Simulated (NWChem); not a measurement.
**the pair BH3S2···PF3, step by step**

Aim: the energy (singlet BPH3S2F3, M06-2X-D3(0)/6-31+G*), then the energy (singlet BH3S2, M06-2X-D3(0)/6-31+G*), then a single-point energy (singlet PF3, M06-2X-D3(0)/6-31+G*), then a single-point energy (singlet BH3S2, M06-2X-D3(0)/6-31+G*), then the energy (singlet PF3, M06-2X-D3(0)/6-31+G*) of BF3H3PS2 and its partners. 

The calculation is run with NWChem 7.3.0.

**1. The system as given**

The species is BPH3S2F3 (10 atoms), meant as a singlet with charge 0. The two molecules were placed rigidly side by side, at 1.3 times their contact distance; the pair isn't optimised.

Bond lengths: S1–B2 1.783 Å, B2–S3 1.787 Å, F7–P8 1.572 Å, P8–F9 1.572 Å, P8–F10 1.572 Å, S1–H4 1.346 Å, B2–H5 1.190 Å, S3–H6 1.342 Å. Angles: S1–B2–S3 122.5°, F7–P8–F9 97.6°, F7–P8–F10 97.6°, F9–P8–F10 97.6°, S1–B2–H5 116.2°, S3–B2–H5 121.4°, B2–S1–H4 98.9°, B2–S3–H6 97.3°.

**2. A single-point energy at M06-2X-D3(0)/6-31+G(d) (spherical functions) (run 1)**

nw.nw reads:

```
start nw
title "BF3H3PS2 energy"
memory 2200 mb

geometry units angstrom noautosym nocenter noautoz
  S       -0.826920      -0.594530      -1.508820
  B        0.084380      -0.442930       0.016580
  S        0.326080       1.125470       0.837480
  H       -1.152620       0.698770      -1.686920
  H        0.528480      -1.451530       0.465180
  H        1.040580       0.664770       1.876480
  F        0.509940       1.239510       7.628880
  P        0.744790       0.227440       6.449740
  F        2.271810      -0.039970       6.708090
  F        0.912060       1.285410       5.299720
end

basis spherical bse
  * library 6-31+G*
end

dft
  xc m06-2x
  disp vdw 3
  grid fine
  convergence energy 1e-08
  iterations 100
  mulliken
  print low
end

task dft energy
```

Started as:

```bash
nwchem nw.nw > nw.out
```

Log:

```text
[...]
 d= 0,ls=0.0,diis     1  -1463.6871089721 -1.91D+03  1.04D-02  1.14D+00     4.5
[...]
 d= 0,ls=0.0,diis    10  -1463.8252166241 -9.37D-10  4.13D-07  7.63D-10    36.1
         Total DFT energy =    -1463.825216624112
      One electron energy =    -2907.269595176183
           Coulomb energy =     1110.987809512549
    Exchange-Corr. energy =     -111.132192199235
 Nuclear repulsion energy =      443.588924080112
    Dispersion correction =       -0.000162841355
[...]
      Total Density - Mulliken Population Analysis
     ---------------------------------------------
    Atom       Charge   Shell Charges
 -----------   ------   -------------------------------------------------------
    1 S   16    16.05   2.00  2.00  5.97  1.34  3.09  0.53  1.08 -0.04  0.03  0.06
    2 B    5     5.18   2.00  0.58  1.43  0.42  0.60  0.06  0.04  0.05
    3 S   16    16.08   2.00  2.00  5.97  1.33  3.10  0.52  1.10 -0.02  0.02  0.06
    4 H    1     0.89   0.50  0.40
    5 H    1     0.93   0.52  0.41
    6 H    1     0.87   0.49  0.38
    7 F    9     9.44   2.00  0.93  3.30  1.04  2.00 -0.01  0.16  0.02
    8 P   15    13.68   2.00  2.00  5.97  1.28  1.64  0.35  0.04  0.05  0.02  0.34
    9 F    9     9.44   2.00  0.93  3.30  1.04  2.00 -0.01  0.16  0.02
   10 F    9     9.44   2.00  0.93  3.30  1.04  2.00 -0.01  0.16  0.02
[...]
```

Wall time 37 s (1 thread of Intel Xeon 6975P-C (Granite Rapids), shared host); peak memory 0.13 GiB.

**3. BH3S2: a single-point energy at M06-2X-D3(0)/6-31+G(d) (spherical functions) (run 2)**

bh3s2.nw reads:

```
start bh3s2
title "BH3S2 energy"
memory total 2200 mb
charge 0

geometry units angstrom noautosym nocenter noautoz
  S       -0.826920      -0.594530      -1.508820
  B        0.084380      -0.442930       0.016580
  S        0.326080       1.125470       0.837480
  H       -1.152620       0.698770      -1.686920
  H        0.528480      -1.451530       0.465180
  H        1.040580       0.664770       1.876480
end

basis spherical bse
  * library 6-31+G*
end

dft
  xc m06-2x
  disp vdw 3
  grid fine
  convergence energy 1e-08
  maxiter 100
  mulliken
  noprint "final vectors analysis"
end

task dft energy
```

Started as:

```bash
nwchem bh3s2.nw > bh3s2.out
```

Log:

```text
[...]
          Wavefunction type:  closed shell.
          No. of atoms     :     6
          No. of electrons :    40
[...]
          Charge           :     0
          Spin multiplicity:     1
[...]
          AO basis - number of functions:    68
[...]
              XC Information
              --------------
                       M06-2X Method XC Functional
                     Hartree-Fock (Exact) Exchange  0.540
                        M06-2X Exchange Functional  1.000
                      M06-2X Correlation Potential  1.000
[...]
 d= 0,ls=0.0,diis     1   -822.9451865687 -9.43D+02  1.03D-02  2.15D-01     1.3
[...]
 d= 0,ls=0.0,diis     8   -822.9840891789 -4.28D-09  2.53D-06  1.89D-08     7.9
         Total DFT energy =     -822.984089178910
      One electron energy =    -1373.049198183939
           Coulomb energy =      486.829537509518
    Exchange-Corr. energy =      -56.533129583415
 Nuclear repulsion energy =      119.768723942641
    Dispersion correction =       -0.000022863715
[...]
      Total Density - Mulliken Population Analysis
     ---------------------------------------------
    Atom       Charge   Shell Charges
 -----------   ------   -------------------------------------------------------
    1 S   16    16.05   2.00  2.00  5.97  1.34  3.09  0.53  1.08 -0.05  0.03  0.06
    2 B    5     5.18   2.00  0.58  1.43  0.42  0.60  0.06  0.04  0.05
    3 S   16    16.08   2.00  2.00  5.97  1.33  3.10  0.52  1.11 -0.03  0.02  0.06
    4 H    1     0.89   0.50  0.40
    5 H    1     0.92   0.52  0.41
    6 H    1     0.87   0.49  0.38
[...]
```

It took 8.7 s on 1 thread of Intel Xeon 6975P-C (Granite Rapids), shared host; peak memory 0.12 GiB.

**4. PF3: the energy at M06-2X-D3(0)/6-31+G(d) (spherical functions) (run 3)**

mol.nw reads:

```
start mol
memory 2200 mb

geometry units angstrom noautosym nocenter noautoz
 F     0.509940    1.239510    7.628880
 P     0.744790    0.227440    6.449740
 F     2.271810   -0.039970    6.708090
 F     0.912060    1.285410    5.299720
end

basis spherical bse
 * library 6-31+G*
end

dft
 xc m06-2x
 disp vdw 3
 grid fine
 convergence energy 1e-08
 iterations 100
 mulliken
 noprint "final vectors analysis"
end

task dft
```

Started as:

```bash
nwchem mol.nw > mol.out
```

Log:

```text
[...]
          Wavefunction type:  closed shell.
          No. of atoms     :     4
          No. of electrons :    42
[...]
          Charge           :     0
          Spin multiplicity:     1
[...]
          AO basis - number of functions:    76
[...]
              XC Information
              --------------
                       M06-2X Method XC Functional
                     Hartree-Fock (Exact) Exchange  0.540
                        M06-2X Exchange Functional  1.000
                      M06-2X Correlation Potential  1.000
[...]
 d= 0,ls=0.0,diis     1   -640.7411143200 -8.32D+02  1.72D-02  9.26D-01     1.0
[...]
 d= 0,ls=0.0,diis     8   -640.8404559274 -3.20D-10  3.59D-07  1.93D-09     6.2
         Total DFT energy =     -640.840455927440
      One electron energy =    -1268.292577701801
           Coulomb energy =      491.289226111861
    Exchange-Corr. energy =      -54.599287032547
 Nuclear repulsion energy =      190.762183484992
    Dispersion correction =       -0.000000789945
[...]
      Total Density - Mulliken Population Analysis
     ---------------------------------------------
    Atom       Charge   Shell Charges
 -----------   ------   -------------------------------------------------------
    1 F    9     9.44   2.00  0.93  3.30  1.04  2.00 -0.01  0.16  0.02
    2 P   15    13.69   2.00  2.00  5.97  1.28  1.64  0.35  0.05  0.05  0.01  0.34
    3 F    9     9.44   2.00  0.93  3.30  1.04  2.00 -0.01  0.16  0.02
    4 F    9     9.44   2.00  0.93  3.30  1.04  2.00 -0.01  0.16  0.02
[...]
```

It took 6.9 s on 1 thread of Intel Xeon 6975P-C (Granite Rapids), shared host; peak memory 0.12 GiB.

**5. BH3S2 among ghost functions: a single-point energy at M06-2X-D3(0)/6-31+G(d) (spherical functions, with ghost functions) (run 4)**

test.nw reads:

```
start test
memory stack 880 mb heap 220 mb global 1100 mb
charge 0

geometry noautosym nocenter noautoz
  S     -0.826920    -0.594530    -1.508820
  B      0.084380    -0.442930     0.016580
  S      0.326080     1.125470     0.837480
  H     -1.152620     0.698770    -1.686920
  H      0.528480    -1.451530     0.465180
  H      1.040580     0.664770     1.876480
  bqF      0.509940     1.239510     7.628880
  bqP      0.744790     0.227440     6.449740
  bqF      2.271810    -0.039970     6.708090
  bqF      0.912060     1.285410     5.299720
end

basis "ao basis" spherical bse
  S library 6-31+G*
  B library 6-31+G*
  H library 6-31+G*
  bqF library F 6-31+G*
  bqP library P 6-31+G*
end

dft
  xc m06-2x
  disp vdw 3
  grid fine
  convergence energy 1e-08
  maxiter 100
  mulliken
  print low
end

task dft energy
```

Started as:

```bash
nwchem test.nw > test.out
```

Log:

```text
[...]
 d= 0,ls=0.0,diis     1   -822.9452806995 -9.43D+02  4.90D-03  2.15D-01     3.7
[...]
 d= 0,ls=0.0,diis     8   -822.9841650122 -4.29D-09  1.20D-06  1.90D-08    25.9
         Total DFT energy =     -822.984165012178
      One electron energy =    -1373.047395595621
           Coulomb energy =      486.827370947985
    Exchange-Corr. energy =      -56.532841443467
 Nuclear repulsion energy =      119.768723942641
    Dispersion correction =       -0.000022863715
[...]
      Total Density - Mulliken Population Analysis
     ---------------------------------------------
    Atom       Charge   Shell Charges
 -----------   ------   -------------------------------------------------------
    1 S   16    16.05   2.00  2.00  5.97  1.34  3.09  0.53  1.08 -0.04  0.03  0.06
    2 B    5     5.18   2.00  0.58  1.43  0.42  0.60  0.06  0.04  0.05
    3 S   16    16.08   2.00  2.00  5.97  1.33  3.10  0.52  1.11 -0.03  0.02  0.06
    4 H    1     0.89   0.50  0.40
    5 H    1     0.92   0.52  0.41
    6 H    1     0.87   0.49  0.38
    7 X    0    -0.00   0.00  0.00 -0.00 -0.00 -0.00 -0.00 -0.00 -0.00
    8 X    0     0.00  -0.00 -0.00 -0.00 -0.00  0.00  0.00 -0.00  0.00  0.00 -0.00
    9 X    0    -0.00  -0.00 -0.00 -0.00  0.00 -0.00 -0.00 -0.00 -0.00
   10 X    0     0.00  -0.00 -0.00 -0.00 -0.00  0.00 -0.00  0.00  0.00
[...]
```

Run time: 27 s. Hardware: 1 thread of Intel Xeon 6975P-C (Granite Rapids), shared host; peak memory 0.13 GiB.

**6. PF3 among ghost functions: a single-point energy at M06-2X-D3(0)/6-31+G(d) (spherical functions, with ghost functions) (run 5)**

f3p.nw reads:

```
start f3p
title "F3P M06-2X"
memory 2200 mb

geometry noautosym nocenter noautoz
  F     0.509940    1.239510    7.628880
  P     0.744790    0.227440    6.449740
  F     2.271810   -0.039970    6.708090
  F     0.912060    1.285410    5.299720
  bqS     -0.826920    -0.594530    -1.508820
  bqB      0.084380    -0.442930     0.016580
  bqS      0.326080     1.125470     0.837480
  bqH     -1.152620     0.698770    -1.686920
  bqH      0.528480    -1.451530     0.465180
  bqH      1.040580     0.664770     1.876480
end

basis spherical bse
  F library 6-31+G*
  P library 6-31+G*
  bqS library S 6-31+G*
  bqB library B 6-31+G*
  bqH library H 6-31+G*
end

dft
  xc m06-2x
  mult 1
  disp vdw 3
  grid fine
  convergence energy 1e-08
  maxiter 100
  mulliken
  print low
end

task dft energy
```

Started as:

```bash
nwchem f3p.nw > f3p.out
```

Log:

```text
[...]
 d= 0,ls=0.0,diis     1   -640.7411821870 -8.32D+02  9.17D-03  9.26D-01     3.5
[...]
 d= 0,ls=0.0,diis     8   -640.8405457658 -2.99D-10  1.50D-07  1.19D-09    25.6
         Total DFT energy =     -640.840545765764
      One electron energy =    -1268.292162953673
           Coulomb energy =      491.288607426828
    Exchange-Corr. energy =      -54.599172933966
 Nuclear repulsion energy =      190.762183484992
    Dispersion correction =       -0.000000789945
[...]
      Total Density - Mulliken Population Analysis
     ---------------------------------------------
    Atom       Charge   Shell Charges
 -----------   ------   -------------------------------------------------------
    1 F    9     9.44   2.00  0.93  3.30  1.04  2.00 -0.01  0.16  0.02
    2 P   15    13.68   2.00  2.00  5.97  1.28  1.64  0.35  0.04  0.05  0.02  0.34
    3 F    9     9.44   2.00  0.93  3.30  1.04  2.00 -0.01  0.16  0.02
    4 F    9     9.44   2.00  0.93  3.30  1.04  2.00 -0.01  0.16  0.02
    5 X    0    -0.00  -0.00  0.00 -0.00 -0.00 -0.00 -0.00 -0.00 -0.00  0.00 -0.00
    6 X    0    -0.00  -0.00 -0.00 -0.00  0.00  0.00 -0.00 -0.00 -0.00
    7 X    0     0.00   0.00  0.00 -0.00  0.00  0.00 -0.00 -0.00  0.00  0.00 -0.00
    8 X    0    -0.00  -0.00 -0.00
    9 X    0     0.00  -0.00  0.00
   10 X    0     0.00  -0.00  0.00
[...]
```

Wall time 26 s (1 thread of Intel Xeon 6975P-C (Granite Rapids), shared host); peak memory 0.13 GiB.

**7. Outcome**

```
                                                                                                                quantity           value
                                                                               run 1, M06-2X-D3(0)/6-31+G*: total energy  -1463.82522 Eh
                                                                          run 1, M06-2X-D3(0)/6-31+G*: dispersion energy    -0.43 kJ/mol
                                                                                                     BH3S2: total energy   -822.98409 Eh
                                                                                                    BH3S2: dipole moment          0.99 D
                                                                                                BH3S2: dispersion energy    -0.06 kJ/mol
                                                                                                       PF3: total energy   -640.84046 Eh
                                                                                                      PF3: dipole moment          1.31 D
                                                                                                  PF3: dispersion energy     0.00 kJ/mol
                                                                               BH3S2 among ghost functions: total energy   -822.98417 Eh
                                                                          BH3S2 among ghost functions: dispersion energy    -0.06 kJ/mol
                                                                                 PF3 among ghost functions: total energy   -640.84055 Eh
                                                                            PF3 among ghost functions: dispersion energy     0.00 kJ/mol
              interaction energy of the rigid parts BH3S2 and PF3 (parts in their own basis; closest atoms 3.48 Å apart)       -0.018 eV
interaction energy of the rigid parts BH3S2 and PF3 (parts in the whole basis, counterpoise; closest atoms 3.48 Å apart)       -0.014 eV
```

**Reading.** The interaction energy of the rigid parts BH3S2 and PF3 (parts in their own basis; closest atoms 3.48 Å apart) is −0.02 eV (−1.8 kJ/mol). Without counterpoise this holds the superposition error of the basis. The interaction energy of the rigid parts BH3S2 and PF3 (parts in the whole basis, counterpoise; closest atoms 3.48 Å apart) is −0.01 eV (−1.3 kJ/mol). The basis-set superposition error is 0.4 kJ/mol. Mulliken charges (PF3) run from -0.44 on F1 to +1.31 on P2; in a basis this large or diffuse they mean little.
